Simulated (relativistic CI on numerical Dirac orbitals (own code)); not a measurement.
# Yb²⁺: one ion under different settings

Aim: see what numerical and physical settings do to the SCF, the total energy and the lowest levels of Yb²⁺.

Program: relativistic CI on numerical Dirac orbitals (own code) version 3. Level of theory: Dirac-Coulomb-Breit CI, KLI orbitals optimised for each configuration, model QED (radiative potential, 1s self-energy scaled to tabulated hydrogen-like ionisation energies), numerical settings as typed. These are calculated values, not measurements, unless marked.

## (1) The system

| Item | Value |
| --- | --- |
| ion | Yb²⁺ (Yb III) |
| nuclear charge | 70 |
| electrons | 68 |
| isotope | A = 174 |

## (2) The usual input

The run's settings:

```ini
atom Yb  Z=70  charge=2  electrons=68
nucleus A=174  rms_radius_fm=5.3108
hamiltonian dirac-coulomb  breit=on  qed=on  c_scale=1
orbitals kli  potential=per-configuration
slater_scale 1
correlation none
mixing on
grid step=0.0125 r_max=86.5
scf mixing=0.4 start=green max_iterations=150 tolerance=2e-08 node_fill=0.05
configurations
  [Xe] 4f14
  [Xe] 4f13 6s
end
```

Run with:

```console
> python run_levels.py task.json out
```

One command runs all members of the session, one after another, from task.json.

## (3) Start potential thomas-fermi

Settings: those of step 2 with these lines changed.

```diff
@@ -8,3 +8,3 @@
 grid step=0.0125 r_max=86.5
-scf mixing=0.4 start=green max_iterations=150 tolerance=2e-08 node_fill=0.05
+scf mixing=0.4 start=thomas-fermi max_iterations=150 tolerance=2e-08 node_fill=0.05
 configurations
```

## (4) Speed-of-light factor 0.8, Breit term off, grid step 0.02

The run's settings:

```ini
atom Yb  Z=70  charge=2  electrons=68
nucleus A=174  rms_radius_fm=5.3108
hamiltonian dirac-coulomb  breit=off  qed=on  c_scale=0.8
orbitals kli  potential=per-configuration
slater_scale 1
correlation none
mixing on
grid step=0.02 r_max=86.5
scf mixing=0.4 start=green max_iterations=150 tolerance=2e-08 node_fill=0.05
configurations
  [Xe] 4f14
  [Xe] 4f13 6s
end
```

## (5) End of the grid 43.25

The run's settings:

```ini
atom Yb  Z=70  charge=2  electrons=68
nucleus A=174  rms_radius_fm=5.3108
hamiltonian dirac-coulomb  breit=on  qed=on  c_scale=1
orbitals kli  potential=per-configuration
slater_scale 1
correlation none
mixing on
grid step=0.0125 r_max=43.25
scf mixing=0.4 start=green max_iterations=150 tolerance=2e-08 node_fill=0.05
configurations
  [Xe] 4f14
  [Xe] 4f13 6s
end
```

## (6) Tolerance 1e-06

Settings: those of step 5 with these lines changed.

```diff
@@ -7,4 +7,4 @@
 mixing on
-grid step=0.0125 r_max=43.25
-scf mixing=0.4 start=green max_iterations=150 tolerance=2e-08 node_fill=0.05
+grid step=0.0125 r_max=86.5
+scf mixing=0.4 start=green max_iterations=150 tolerance=1e-06 node_fill=0.05
 configurations
```

## (7) Potential mixing 2.5

Settings: those of step 6 with these lines changed.

```diff
@@ -8,3 +8,3 @@
 grid step=0.0125 r_max=86.5
-scf mixing=0.4 start=green max_iterations=150 tolerance=1e-06 node_fill=0.05
+scf mixing=2.5 start=green max_iterations=51 tolerance=2e-08 node_fill=0.05
 configurations
```

(Steps that only read results are left out.)

What does the calculation give? Wanted: lowest level, usual settings; total energy; first excitation.

**Answer**, as computed:

| setting | total energy less usual (Ha) | largest shift of a level among the lowest eight of both runs, same label and place (cm⁻¹) | SCF iterations | time | lowest level | kind of change |
| --- | --- | --- | --- | --- | --- | --- |
| usual | 0 | 0 | 27 | 0.23 s | 4f14 1S0 | - |
| start potential thomas-fermi | 0 | 0 | 24 | 0.21 s | 4f14 1S0 | numerical |
| speed-of-light factor 0.8, Breit term off, grid step 0.02 | -491 | 32800 | 26 | 0.13 s | 4f13 6s 3F°4 | unphysical constant |
| end of the grid 43.25 | 0 | 0 | 27 | 0.22 s | 4f14 1S0 | numerical |
| tolerance 1e-06 | 1.17e-07 | 0.0274 | 24 | 0.22 s | 4f14 1S0 | numerical |
| potential mixing 2.5 | 0 | 0 | 49 | 0.34 s | 4f14 1S0 | extreme, harmless here |

| quantity | value |
| --- | --- |
| lowest level, usual settings | 4f14 1S0 |
| total energy | -14043.2794 Ha |
| first excitation | 4941.5 cm⁻¹ |

In words: The lowest level changes under «speed-of-light factor 0.8, Breit term off, grid step 0.02». Among the runs whose levels can be followed, they move most under «speed-of-light factor 0.8, Breit term off, grid step 0.02» (unphysical constant), by up to 32800 cm⁻¹. No visible change in the result comes from «start potential thomas-fermi» or «end of the grid 43.25» or «tolerance 1e-06». «Potential mixing 2.5» costs 49 SCF iterations against 27. Only the listed configurations are in the model. Near neutrality, missing correlation can shift configurations against each other by thousands of cm⁻¹.
